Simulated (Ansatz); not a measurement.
# CH9NSn (built from SMILES C[NH][SnH3].[H][H]): a barrier at many levels of theory

Aim: the barrier and energy of one elementary step (Sn1–H8 formed, N2–H7 formed, Sn1–N2 broken, H7–H8 broken) from LDA up to coupled cluster, on fixed structures, to see where each rung fails.

Computed with Ansatz 0.2.0, Gaussian basis. Level: single points in def2-TZVPP on PBE0-D4/def2-TZVP structures.

Levels: SPW92, PBE-D4, BLYP-D4, r2SCAN-D4, B97M-V, PBE0-D4, B3LYP-D4, r2SCAN0-D4, BHLYP-D4, CAM-B3LYP-D4, wB97X-V, wB97M-V, B2PLYP, PBE-QIDH, RPA on PBE, Hartree-Fock, MP2, CCSD, CCSD(T). The reference is CCSD(T) at the basis limit, from triple and quadruple zeta. Zero-point energies come from PBE0-D4 vibrations.

Cores are frozen in the correlated methods. Filled d shells of the heavier atoms are correlated. Core potentials replace the inner electrons past krypton, and spin-orbit coupling is left out. B3LYP uses VWN-RPA correlation. B2PLYP carries no dispersion term here.

82 further runs of the same task are left out: 2 that didn't finish, 80 set aside as unsound or not needed.

**1. The three structures**

Charge 0, multiplicity 1. The folders r, ts and p hold the start, the saddle and the end; their coordinates stand in the first inputs.

```csv
pair,r (Å),ts (Å),p (Å)
Sn1–H8,4.557,2.252,1.705
N2–H7,2.560,1.249,1.012
Sn1–N2,2.030,2.176,3.008
H7–H8,0.750,1.094,3.184
```

**2. SPW92/def2-TZVPP**

Contents of r/in.yaml:

```yaml
crystal:
  periodic: [false, false, false]
  atoms:
    - {symbol: Sn, position_ang: [-1.263020, 1.104417, 0.682017]}
    - {symbol: N, position_ang: [-0.092704, -0.505975, 0.284241]}
    - {symbol: C, position_ang: [0.137922, -0.862185, -1.103939]}
    - {symbol: H, position_ang: [-2.794385, 0.986297, -0.086073]}
    - {symbol: H, position_ang: [-0.420319, 2.452418, 0.065920]}
    - {symbol: H, position_ang: [-1.439637, 1.162400, 2.375739]}
    - {symbol: H, position_ang: [2.402005, -0.123251, 0.714536]}
    - {symbol: H, position_ang: [3.147905, -0.041810, 0.706954]}
    - {symbol: H, position_ang: [-0.356308, -1.316875, 0.827738]}
    - {symbol: H, position_ang: [0.903108, -1.642438, -1.173449]}
    - {symbol: H, position_ang: [-0.750352, -1.218130, -1.646813]}
    - {symbol: H, position_ang: [0.525884, 0.004931, -1.646868]}
basis:
  gaussian: {orbitals: def2-TZVPP}
hamiltonian: {xc: lda}
```

Contents of ts/in.yaml:

```yaml
crystal:
  periodic: [false, false, false]
  atoms:
    - {symbol: Sn, position_ang: [-0.573641, 1.177248, 0.862842]}
    - {symbol: N, position_ang: [0.166564, -0.742300, 0.155398]}
    - {symbol: C, position_ang: [0.158533, -0.984062, -1.281715]}
    - {symbol: H, position_ang: [-2.209338, 0.852287, 0.372342]}
    - {symbol: H, position_ang: [-0.050013, 2.493950, -0.076868]}
    - {symbol: H, position_ang: [-0.600281, 1.352199, 2.554237]}
    - {symbol: H, position_ang: [1.179831, -0.194466, 0.639303]}
    - {symbol: H, position_ang: [1.613809, 0.697903, 1.100059]}
    - {symbol: H, position_ang: [-0.194396, -1.539929, 0.672416]}
    - {symbol: H, position_ang: [0.640176, -1.934147, -1.525660]}
    - {symbol: H, position_ang: [-0.853577, -0.992787, -1.697975]}
    - {symbol: H, position_ang: [0.722433, -0.186096, -1.774378]}
basis:
  gaussian: {orbitals: def2-TZVPP}
hamiltonian: {xc: lda}
```

Contents of p/in.yaml:

```yaml
crystal:
  periodic: [false, false, false]
  atoms:
    - {symbol: Sn, position_ang: [-0.394086, 1.783219, 0.861787]}
    - {symbol: N, position_ang: [0.217814, -1.098438, 0.253400]}
    - {symbol: C, position_ang: [0.294868, -1.253271, -1.190280]}
    - {symbol: H, position_ang: [-1.678526, 1.191331, -0.089829]}
    - {symbol: H, position_ang: [-0.743802, 3.446923, 1.158171]}
    - {symbol: H, position_ang: [-0.307657, 1.034178, 2.389449]}
    - {symbol: H, position_ang: [1.090571, -1.360561, 0.694047]}
    - {symbol: H, position_ang: [1.092954, 1.752780, 0.028949]}
    - {symbol: H, position_ang: [-0.502182, -1.692767, 0.644534]}
    - {symbol: H, position_ang: [0.517258, -2.271921, -1.532843]}
    - {symbol: H, position_ang: [-0.653560, -0.944617, -1.635179]}
    - {symbol: H, position_ang: [1.066447, -0.587056, -1.582207]}
basis:
  gaussian: {orbitals: def2-TZVPP}
hamiltonian: {xc: lda}
```

The same command starts each run, in its folder.

Run with:

```
$ ansatz run in.yaml --threads 4 --pin off --events-out ev --progress --plain --max-ram 9574MiB
```

The runs that follow: PBE-D4/def2-TZVPP; BLYP-D4/def2-TZVPP; r2SCAN-D4/def2-TZVPP; B97M-V/def2-TZVPP; PBE0-D4/def2-TZVPP; B3LYP-D4/def2-TZVPP; r2SCAN0-D4/def2-TZVPP; BHLYP-D4/def2-TZVPP; CAM-B3LYP-D4/def2-TZVPP; wB97X-V/def2-TZVPP; wB97M-V/def2-TZVPP; B2PLYP/def2-TZVPP; PBE-QIDH/def2-TZVPP; RPA on PBE/def2-TZVPP; CCSD(T)/def2-TZVPP; MP2/def2-QZVPP; SPW92/def2-SVP; PBE-D4/def2-SVP; PBE0-D4/def2-SVP; wB97M-V/def2-SVP; CCSD(T)/def2-SVP; Vibrations of the start structure; Vibrations of the end structure.

What does the calculation give? Wanted: barrier, CCSD(T)/CBS; reverse barrier, CCSD(T)/CBS; step energy, CCSD(T)/CBS; barrier with zero-point energy; step energy with zero-point energy; imaginary mode at the saddle; largest T1 diagnostic.

The runs gave:

| quantity | value |
| --- | --- |
| barrier, CCSD(T)/CBS | 141.5 kJ/mol |
| reverse barrier, CCSD(T)/CBS | 183.3 kJ/mol |
| step energy, CCSD(T)/CBS | -41.9 kJ/mol |
| barrier with zero-point energy | 143.4 kJ/mol |
| step energy with zero-point energy | -25.5 kJ/mol |
| imaginary mode at the saddle | 1438i cm⁻¹ |
| largest T1 diagnostic | 0.013 |

wB97X-V is the best functional here (-0.3 kJ/mol from CCSD(T)/CBS); SPW92 is the worst (-60.6 kJ/mol). By rung, the mean size of the error is: LDA 60.6, GGA 24.1, meta-GGA 21.3, hybrid 11.3, range-separated hybrid 2.6, double hybrid 2.9 kJ/mol. PBE-D4 gives a barrier 31.1 kJ/mol too low, outside chemical accuracy (1 kcal/mol, 4.2 kJ/mol). Every functional without exact exchange puts the barrier too low, the usual mark of self-interaction error, which favours the spread-out density of a saddle. The barrier rises with the share of exact exchange, from BLYP-D4 through B3LYP-D4 to BHLYP-D4 (-17.2, -9.0, +4.7 kJ/mol). Hartree-Fock, with no correlation, is off by +40.8 kJ/mol. Zero-point motion raises the barrier by 1.9 kJ/mol.
